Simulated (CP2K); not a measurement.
# GFN2-xTB run of InNH2Cl (SMILES [NH2][In][Cl])

What is the vertical ionisation energy of InNH2Cl at GFN2-xTB? 

Program for the calculation: CP2K 2026.2.

2 further runs of the same task are left out: 1 that didn't finish, 1 set aside as unsound or not needed.

**1. The structure to begin with**

InNH2Cl has 5 atoms, charge 0, and is taken as a doublet. As SMILES, `[NH2][In][Cl]`. The shape is that of a PBE0-D4/def2-TZVP optimisation. This is one conformer, not always the lowest.

Bond lengths: N1–In2 2.072 Å, In2–Cl3 2.369 Å, N1–H4 1.015 Å, N1–H5 1.017 Å. Angles: N1–In2–Cl3 113.1°, In2–N1–H4 113.0°, In2–N1–H5 110.3°, H4–N1–H5 107.4°.

**2. A single-point energy at GFN2-xTB**

molecule.inp

```
&GLOBAL
  PROJECT molecule
  RUN_TYPE ENERGY
  PRINT_LEVEL MEDIUM
&END

&FORCE_EVAL
  METHOD QUICKSTEP
  &DFT
    CHARGE 0
    MULTIPLICITY 2
    SPIN_POLARIZED T
    &QS
      METHOD XTB
      EPS_DEFAULT 1.0E-10
      &XTB
        GFN_TYPE TBLITE
        &TBLITE
          METHOD GFN2
        &END
        CHECK_ATOMIC_CHARGES F
      &END
    &END
    &POISSON
      PERIODIC NONE
      POISSON_SOLVER ANALYTIC
    &END
    &SCF
      SCF_GUESS ATOMIC
      EPS_SCF 1.0E-06
      MAX_SCF 150
      ADDED_MOS 4
      &DIAGONALIZATION
        ALGORITHM STANDARD
      &END
      &MIXING
        METHOD DIRECT_P_MIXING
        ALPHA 0.4
      &END
      &SMEAR ON
        METHOD FERMI_DIRAC
        ELECTRONIC_TEMPERATURE [K] 300
        FIXED_MAGNETIC_MOMENT 1.0
      &END
    &END
    &PRINT
      &MOMENTS
        PERIODIC F
        REFERENCE COM
        MAX_MOMENT 1
      &END
      &MO ON
        ENERGIES T
        OCCUPATION_NUMBERS T
        NDIGITS 6
        &EACH
          QS_SCF 0
        &END
        ADD_LAST NUMERIC
      &END
      &HIRSHFELD OFF
      &END
    &END
  &END
  &SUBSYS
    &CELL
      ABC [angstrom] 12.4 13.5 11.8
      PERIODIC NONE
    &END
    &COORD
      N     -0.142600     0.808600    -0.493900
      In    -0.411600    -1.217800    -0.153300
      Cl     1.391500    -2.211500     1.018700
      H     -0.999700     1.283800    -0.756700
      H      0.212300     1.263200     0.343800
    &END
    &TOPOLOGY
      &CENTER_COORDINATES
      &END
    &END
  &END
&END
```

Started as:

```console
OMP_NUM_THREADS=1 cp2k.psmp -i molecule.inp > molecule.out 2>&1
```

What it wrote, shortened:

```text
CP2K| version string:                                       CP2K version 2026.2
[...]
 GLOBAL| Method name                                                        CP2K
[...]
 GLOBAL| Run type                                                         ENERGY
[...]
                             - Atoms:                                          5
[...]
                             - Spherical basis functions:                     24
[...]
 Number of electrons:                                                          9
[...]
  *** SCF run converged in    22 steps ***
[...]
  Fermi energy:                                                -0.29268807421635
[...]
 TB_DIPOLE| Moment [Debye]         -2.59507338       1.32236344      -0.79491969
 TB_DIPOLE| Derivative [a.u.]       0.00000000       0.00000000       0.00000000
[...]
 ENERGY| Total FORCE_EVAL ( QS ) energy [hartree]             -9.738634074556606
[...]
```

Run time: 0.51 s. Hardware: 1 thread of Arm Neoverse V1, shared host; peak memory 0.14 GiB.

**3. The singlet cation, same level**

calc.inp

```
&GLOBAL
   PROJECT_NAME calc
   RUN_TYPE ENERGY
   PRINT_LEVEL MEDIUM
&END

&FORCE_EVAL
   METHOD Quickstep
   &DFT
      CHARGE 1
      &QS
         METHOD XTB
         EPS_DEFAULT 1.0E-10
         &XTB
            GFN_TYPE TBLITE
            &TBLITE
               METHOD GFN2
            &END
            CHECK_ATOMIC_CHARGES F
         &END
      &END
      &POISSON
         PERIODIC NONE
         POISSON_SOLVER ANALYTIC
      &END
      &SCF
         SCF_GUESS ATOMIC
         EPS_SCF 1.0E-06
         MAX_SCF 150
         ADDED_MOS 4
         &DIAGONALIZATION
            ALGORITHM STANDARD
         &END
         &MIXING
            METHOD DIRECT_P_MIXING
            ALPHA 0.4
         &END
         &SMEAR ON
            METHOD FERMI_DIRAC
            ELECTRONIC_TEMPERATURE [K] 300
         &END
      &END
      &PRINT
         &MOMENTS
            PERIODIC F
            REFERENCE COM
            MAX_MOMENT 1
         &END
         &MO ON
            ENERGIES T
            OCCUPATION_NUMBERS T
            NDIGITS 6
            &EACH
               QS_SCF 0
            &END
            ADD_LAST NUMERIC
         &END
         &HIRSHFELD OFF
         &END
      &END
   &END
   &SUBSYS
      &CELL
         ABC 12.4 13.5 11.8
         PERIODIC NONE
      &END
      &COORD
         N     -0.142600     0.808600    -0.493900
         In    -0.411600    -1.217800    -0.153300
         Cl     1.391500    -2.211500     1.018700
         H     -0.999700     1.283800    -0.756700
         H      0.212300     1.263200     0.343800
      &END
      &TOPOLOGY
         &CENTER_COORDINATES
         &END
      &END
   &END
&END
```

Started as:

```console
OMP_NUM_THREADS=1 cp2k.psmp -i calc.inp > calc.out 2>&1
```

What it wrote, shortened:

```text
CP2K| version string:                                       CP2K version 2026.2
[...]
 GLOBAL| Method name                                                        CP2K
[...]
 GLOBAL| Run type                                                         ENERGY
[...]
                             - Atoms:                                          5
[...]
                             - Spherical basis functions:                     24
[...]
 Number of electrons:                                                         16
[...]
  *** SCF run converged in    25 steps ***
[...]
  Fermi energy:                                                -0.62321412623484
[...]
 TB_DIPOLE| Moment [Debye]         -0.88198564       2.76658088       0.16462934
 TB_DIPOLE| Derivative [a.u.]       0.00000000       0.00000000       0.00000000
[...]
 ENERGY| Total FORCE_EVAL ( QS ) energy [hartree]             -9.249380951146813
[...]
```

Run time: 0.35 s. Hardware: 1 thread of Arm Neoverse V1, shared host; peak memory 0.14 GiB.

**4. What came out**

Level: GFN2-xTB.

| quantity | value |
| --- | --- |
| doublet InNH2Cl: total energy | -9.73863 Eh |
| doublet InNH2Cl: dipole moment (from atomic charges alone) | 3.02 D |
| doublet InNH2Cl: HOMO energy (highest over α and β) | -10.17 eV |
| doublet InNH2Cl: LUMO energy (lowest over α and β) | -9.78 eV |
| doublet InNH2Cl: dispersion energy | -6.27 kJ/mol |
| singlet cation: total energy | -9.24938 Eh |
| singlet cation: HOMO energy | -17.42 eV |
| singlet cation: LUMO energy | -16.49 eV |
| singlet cation: HOMO–LUMO gap | 0.93 eV |
| singlet cation: dispersion energy | -5.51 kJ/mol |
| vertical ionisation energy (to the singlet cation) | 13.313 eV |

What this shows: Removing an electron at fixed nuclei costs 13.31 eV (307 kcal/mol). Only the singlet of the ionised species was computed; a triplet could lie lower. No empirical shift is applied, and without it xTB methods put this difference several eV too high. The dipole (doublet InNH2Cl) comes from point charges on the atoms alone, without atomic dipoles, so it is partial.
